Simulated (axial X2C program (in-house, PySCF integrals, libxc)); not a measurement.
**HCoH: Ω levels from open-shell CI on d7 s0 p(π)0**

Aim: the spin–orbit levels of HCoH that arise from the configuration d7 s0 p(π)0 of Co, and how they move with the bond.

The runs use an in-house X2C program for linear molecules on PySCF integrals; two-component X2C, average-of-configuration Hartree–Fock and CI in the open shells.

All values are calculated.

## 1. The job

task.json

```json
{"zs": [1, 27, 1], "q": 0, "bas": ["dyall-v3z", "dyall-v3z", "dyall-v3z"], "r0": 1.43, "metal": 1, "shells": [[2, [0, 1, 2], 7], [0, [0], 0], [1, [1], 0]], "fix": 0, "emax": 3.2, "nroots": 4}
```

Keys: zs atomic numbers; q charge; bas basis sets; r0 starting distance in Å; metal index of the metal atom; shells open shells as [l, |m| values, electrons]; fix electron count of the first shell held; emax energy window in eV; nroots roots for each Ω.

Run with:

```
$ python soci.py task.json out
```

Two-component X2C with atomic mean-field Coulomb and Gaunt terms, basis H dyall-v3z, Co dyall-v3z (cores contracted in-house). Orbitals come from Hartree–Fock averaged over the configuration Co d7 s0 p(π)0; CI then distributes these electrons over the d, s, p(π) shells of Co.

## 2. CI at H–Co–H held linear, both bonds 1.648 Å

Q: Predict the outcome of this session. Wanted: lowest level of the model; next level; lowest curve, Re and ωe.

The runs gave:

| quantity | value |
| --- | --- |
| lowest level of the model | Ω = 9/2, g∥ = 12.00, 100% d7 |
| next level | Ω = 7/2, 417 cm⁻¹ higher |
| lowest curve, Re and ωe | 1.658 Å, 1784.1 cm⁻¹ |

**Reading.** In the lowest level ⟨Sz⟩ = 1.50 and ⟨Lz⟩ = 3.00; its leading determinant has weight 0.96 among 463. From 1.648 to 1.533 Å the gap from the lowest to the fifth level goes from 1322 to 1274 cm⁻¹. Without dynamic correlation distances can be off by several hundredths of an Å, and the wavenumbers are rough. Dynamic correlation is missing, so gaps between terms are too wide and other configurations may lie lower; the lowest level listed is that of this model, not necessarily the ground state. For d shells the ligand-field splittings (σ, π, δ) and their order can be off by a thousand cm⁻¹ or more. At most 4 roots were kept for each Ω > 0 (twice that for Ω = 0) within 3.2 eV of the lowest, so higher up levels can be missing between those listed; levels with Ω > 0 are doubly degenerate and listed once, Ω = 0 levels singly. States that fill the shells left empty in the average are placed too high. The molecule was held linear; bending was not examined.
